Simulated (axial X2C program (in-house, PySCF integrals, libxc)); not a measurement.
**IYI: the levels of the configuration d0 s1 p(π)0**

Which Ω levels does IYI have in the configuration d0 s1 p(π)0, and how far apart?

The runs use an in-house X2C program for linear molecules on PySCF integrals; two-component X2C, average-of-configuration Hartree–Fock and CI in the open shells.

All values are calculated.

### Step 1. Input

task.json reads:

```json
{
 "zs": [
  53,
  39,
  53
 ],
 "q": 0,
 "bas": [
  "dyall-v3z",
  "dyall-v3z",
  "dyall-v3z"
 ],
 "r0": 2.96,
 "metal": 1,
 "shells": [
  [
   2,
   [
    0,
    1,
    2
   ],
   0
  ],
  [
   0,
   [
    0
   ],
   1
  ],
  [
   1,
   [
    1
   ],
   0
  ]
 ],
 "fix": 0,
 "emax": 3.2,
 "nroots": 6
}
```

Keys: zs atomic numbers; q charge; bas basis sets; r0 starting distance in Å; metal index of the metal atom; shells open shells as [l, |m| values, electrons]; fix electron count of the first shell held; emax energy window in eV; nroots roots for each Ω.

Started as:

```sh
> python soci.py task.json out
```

Two-component X2C with atomic mean-field Coulomb and Gaunt terms, basis I dyall-v3z, Y dyall-v3z (cores contracted in-house). Orbitals come from Hartree–Fock averaged over the configuration Y d0 s1 p(π)0; CI then distributes these electrons over the d, s, p(π) shells of Y.

### Step 2. CI at I–Y–I held linear, both bonds 2.882 Å

What does the calculation give? Wanted: lowest level of the model; next level; lowest curve, Re and ωe.

The runs gave:

| quantity | value |
| --- | --- |
| lowest level of the model | Ω = 1/2, g∥ = 2.00, 100% s1 |
| next level | Ω = 3/2, 4458 cm⁻¹ higher |
| lowest curve, Re and ωe | 2.881 Å, 133.3 cm⁻¹ |

**Reading.** In the lowest level ⟨Sz⟩ = 0.50 and ⟨Lz⟩ = 0.00; its leading determinant has weight 1.00 among 4. From 2.882 to 2.997 Å the gap from the lowest to the fifth level goes from 12206 to 10853 cm⁻¹. Without dynamic correlation distances can be off by several hundredths of an Å, and the wavenumbers are rough. Dynamic correlation is missing, so gaps between terms are too wide and other configurations may lie lower; the lowest level listed is that of this model, not necessarily the ground state. For d shells the ligand-field splittings (σ, π, δ) and their order can be off by a thousand cm⁻¹ or more. At most 6 roots were kept for each Ω > 0 (twice that for Ω = 0) within 3.2 eV of the lowest, so higher up levels can be missing between those listed; levels with Ω > 0 are doubly degenerate and listed once, Ω = 0 levels singly. Some active spinors are only partly of the character that their shell is named for, so the shell names and counts are nominal. States that fill the shells left empty in the average are placed too high. The molecule was held linear; bending was not examined.
